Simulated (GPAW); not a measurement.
GdO:

```xyz
2
Lattice="2.8018 0.0000 0.0000 0.0000 2.8018 0.0000 0.0000 0.0000 2.8018" Properties=species:S:1:pos:R:3 pbc="T T T"
Gd    0.0000    0.0000    0.0000
O     1.4009    1.4009    1.4009
```

The cell comes from a database or a generator and needn't be the stable form of this composition.

Base run:

* Program: GPAW 26.7.0
* Functional: r2SCAN
* Potentials or basis: GPAW PAW data sets (gpaw-data 1.2.1)
* Cutoff: 600 eV
* Basis: pw
* k mesh: 7 × 7 × 7
* Occupations: gaussian, width 0.05 eV
* Spin: collinear spin, ferromagnetic start
* Starting moments: [7.0, 0.0] μB
* Hubbard terms: Gd f U = 7 eV

Its results: band gap on the k mesh none (metal or under the smearing width); pressure 46.5 GPa; net moment 7.27 μB per cell; site moments Gd +7.07; O -0.04 μB.

Q: The run is repeated on the same cell with these changes: hubbard terms from Gd f U = 7 eV to Gd f U = 3.5 eV. What comes out?

A: Band gap on the k mesh none (metal or under the smearing width); pressure 44.7 GPa; net moment 7.22 μB per cell; site moments Gd +7.02; O -0.02 μB.

Caveats: the cutoff is short for stress and forces, so pressures can be off by a GPa or more; one-centre terms of the f shell are cut off; a pressure of tens of GPa on the cell as given is suspect, and the run, the potentials or the cell itself is likely at fault; the PAW data sets were made with another functional, which shifts forces and pressure a little; spin-orbit coupling is left out, which moves the levels of the heavy elements; a cell with one magnetic atom can't hold antiferromagnetic order, which such compounds often take.
